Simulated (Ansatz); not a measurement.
# Ga12Sb12 zinc blende off sphere (Ga₁₂Sb₁₂H₃₂): one state, many levels

How do method and basis change the picture of Ga12Sb12 zinc blende off sphere (Ga₁₂Sb₁₂H₃₂) (singlet)?

Method: as each input shows; program: Ansatz 0.2.0, Gaussian basis.

Levels to be run: PBE-D4/def2-SVP, r2SCAN-D4/def2-SVP, HSE06-D4/def2-SVP, PBE0-D4/def2-TZVP, PBE-D4/def2-TZVP, MP2/def2-SVP.

2 further runs of the same task are left out: 1 for a known fault of the program, 1 set aside as unsound or not needed. Runs told in other sessions of the task aren't counted.

## Step 1: The structure

The singlet was relaxed beforehand with PBE-D4/def2-SVP.

56 atoms, charge 0, spin multiplicity 1.

Atoms are counted from 1 here; the program's logs count them from 0.

Bond lengths: Ga1–Sb14 2.737 Å, Ga1–Sb15 2.686 Å, Ga1–H25 1.579 Å, Ga1–H26 1.584 Å, Ga2–Sb13 2.714 Å, Ga2–Sb17 2.721 Å, Ga2–H27 1.576 Å, Ga2–H28 1.574 Å, Ga3–Sb16 2.706 Å, Ga3–Sb18 2.709 Å, Ga3–H29 1.574 Å, Ga3–H30 1.587 Å, Ga4–Sb14 2.658 Å, Ga4–Sb19 2.702 Å, Ga4–Sb20 2.658 Å, Ga4–H31 1.579 Å, Ga5–Sb16 2.664 Å, Ga5–Sb19 2.689 Å and more. Angles: Sb14–Ga1–Sb15 98.2°, Sb14–Ga1–H25 105.1°, Sb14–Ga1–H26 103.8°, Sb15–Ga1–H25 111.4°, Sb15–Ga1–H26 110.1°, H25–Ga1–H26 124.4°, Sb13–Ga2–Sb17 98.4°, Sb13–Ga2–H27 107.9°, Sb13–Ga2–H28 106.2°, Sb17–Ga2–H27 107.0°, Sb17–Ga2–H28 105.4°, H27–Ga2–H28 128.0°, Sb16–Ga3–Sb18 96.3°, Sb16–Ga3–H29 109.9°, Sb16–Ga3–H30 105.6°, Sb18–Ga3–H29 111.6°, Sb18–Ga3–H30 104.3°, H29–Ga3–H30 125.3° and more.

Sb takes a core potential in the def2 sets. No spin-orbit coupling is included.

PBE0-D4/def2-SVP was run before; its log isn't repeated, and its numbers join the tables.

## Step 2: PBE-D4/def2-SVP

start.molden holds the orbitals of an earlier run on this state, given as this run's starting guess.

Input file in.yaml:

```yaml
crystal:
  periodic: [false, false, false]
  atoms:
    - {symbol: Ga, position_ang: [-4.962530, 1.695905, -0.385232]}
    - {symbol: Ga, position_ang: [-2.471670, -4.181856, 2.890479]}
    - {symbol: Ga, position_ang: [1.069927, -4.642729, -0.599932]}
    - {symbol: Ga, position_ang: [-1.936147, 1.938440, -3.851063]}
    - {symbol: Ga, position_ang: [1.468856, -1.463581, -3.898910]}
    - {symbol: Ga, position_ang: [-1.707971, -1.236501, -0.951355]}
    - {symbol: Ga, position_ang: [-1.571838, 1.563770, 2.579820]}
    - {symbol: Ga, position_ang: [1.430804, -1.430191, 1.904138]}
    - {symbol: Ga, position_ang: [1.237501, 1.711479, -0.949058]}
    - {symbol: Ga, position_ang: [-1.701128, 4.959663, -0.379551]}
    - {symbol: Ga, position_ang: [4.643430, -1.069379, -0.596372]}
    - {symbol: Ga, position_ang: [4.182315, 2.474495, 2.892880]}
    - {symbol: Sb, position_ang: [-3.203672, -2.699751, 0.738073]}
    - {symbol: Sb, position_ang: [-3.351770, 0.419270, -2.192206]}
    - {symbol: Sb, position_ang: [-3.057303, 3.051171, 0.937319]}
    - {symbol: Sb, position_ang: [-0.105026, -2.872274, -2.276076]}
    - {symbol: Sb, position_ang: [-0.169031, -2.870819, 3.510240]}
    - {symbol: Sb, position_ang: [2.935831, -2.936147, 0.371055]}
    - {symbol: Sb, position_ang: [-0.235543, 0.242686, -5.088401]}
    - {symbol: Sb, position_ang: [-0.420682, 3.353940, -2.188532]}
    - {symbol: Sb, position_ang: [2.874935, 0.108923, -2.272427]}
    - {symbol: Sb, position_ang: [-0.212009, 0.213104, 0.667541]}
    - {symbol: Sb, position_ang: [2.876488, 0.167686, 3.507988]}
    - {symbol: Sb, position_ang: [2.700715, 3.207143, 0.740185]}
    - {symbol: H, position_ang: [-5.863143, 2.663336, -1.249675]}
    - {symbol: H, position_ang: [-5.522508, 0.520899, 0.518049]}
    - {symbol: H, position_ang: [-3.496266, -3.890201, 4.051642]}
    - {symbol: H, position_ang: [-2.017921, -5.579359, 2.326298]}
    - {symbol: H, position_ang: [1.726760, -5.808971, -1.428852]}
    - {symbol: H, position_ang: [0.050606, -4.833958, 0.601785]}
    - {symbol: H, position_ang: [-2.743264, 2.746011, -4.942095]}
    - {symbol: H, position_ang: [2.306162, -2.299340, -4.944041]}
    - {symbol: H, position_ang: [-2.402486, 0.425663, 3.312134]}
    - {symbol: H, position_ang: [-0.439181, 2.394802, 3.319931]}
    - {symbol: H, position_ang: [-2.667867, 5.861571, -1.243415]}
    - {symbol: H, position_ang: [-0.527754, 5.518342, 0.526645]}
    - {symbol: H, position_ang: [5.810381, -1.725019, -1.425701]}
    - {symbol: H, position_ang: [4.834497, -0.052050, 0.607365]}
    - {symbol: H, position_ang: [5.581524, 2.025642, 2.328869]}
    - {symbol: H, position_ang: [3.886858, 3.496358, 4.055484]}
    - {symbol: H, position_ang: [-4.203762, -3.700531, -0.237763]}
    - {symbol: H, position_ang: [-4.436658, -1.604643, 1.206369]}
    - {symbol: H, position_ang: [-4.247794, -0.622966, -3.231652]}
    - {symbol: H, position_ang: [-4.022006, 4.013357, 1.992219]}
    - {symbol: H, position_ang: [-1.133998, -3.733602, -3.355379]}
    - {symbol: H, position_ang: [0.856701, -3.972671, 4.341007]}
    - {symbol: H, position_ang: [-0.463756, -1.847023, 4.857034]}
    - {symbol: H, position_ang: [3.807993, -3.809036, 1.574547]}
    - {symbol: H, position_ang: [-1.126395, -0.666707, -6.245308]}
    - {symbol: H, position_ang: [0.677067, 1.138263, -6.239092]}
    - {symbol: H, position_ang: [0.620142, 4.253818, -3.226069]}
    - {symbol: H, position_ang: [3.738116, 1.138274, -3.349925]}
    - {symbol: H, position_ang: [1.859312, 0.456027, 4.861206]}
    - {symbol: H, position_ang: [3.983757, -0.859516, 4.329449]}
    - {symbol: H, position_ang: [1.606240, 4.440827, 1.208176]}
    - {symbol: H, position_ang: [3.701760, 4.206455, -0.236043]}
basis:
  gaussian: {orbitals: def2-SVP, fitting: {mean_field: def2-universal-jkfit}, initial_orbitals: start.molden}
hamiltonian: {xc: pbe, dispersion: d4}
scf: {omitted_lower_state_checks: [starts]}
output: {forces: true, orbitals: {seedname: orbitals}}
```

Run with:

```sh
ansatz run in.yaml --threads 11 --pin off --events-out ev --progress --plain --max-ram 174080MiB --backend cuda --devices 0, --max-vram 75GiB
```

After this run come: r2SCAN-D4/def2-SVP; HSE06-D4/def2-SVP; PBE0-D4/def2-TZVP; PBE-D4/def2-TZVP; MP2/def2-SVP.

**Question.** What will the summary of the whole plan be? Wanted: gap in def2-SVP, named functionals, smallest and largest; correlation energy, MP2/def2-SVP; binding an atom, functionals in def2-SVP; PBE0 total energy, smallest basis above largest.

The runs gave:

| quantity | value |
| --- | --- |
| gap in def2-SVP, named functionals, smallest and largest | 3.00 eV (PBE-D4), 4.50 eV (PBE0-D4) |
| correlation energy, MP2/def2-SVP | -114.62 eV |
| binding an atom, functionals in def2-SVP | 2.39 (r2SCAN-D4) to 2.40 eV (PBE-D4) |
| PBE0 total energy, smallest basis above largest | 83.10 eV (def2-SVP, def2-TZVP) |

In words: Orbital gaps of the named functionals in def2-SVP span 3.00 eV (PBE-D4) to 4.50 eV (PBE0-D4); exact exchange widens it.
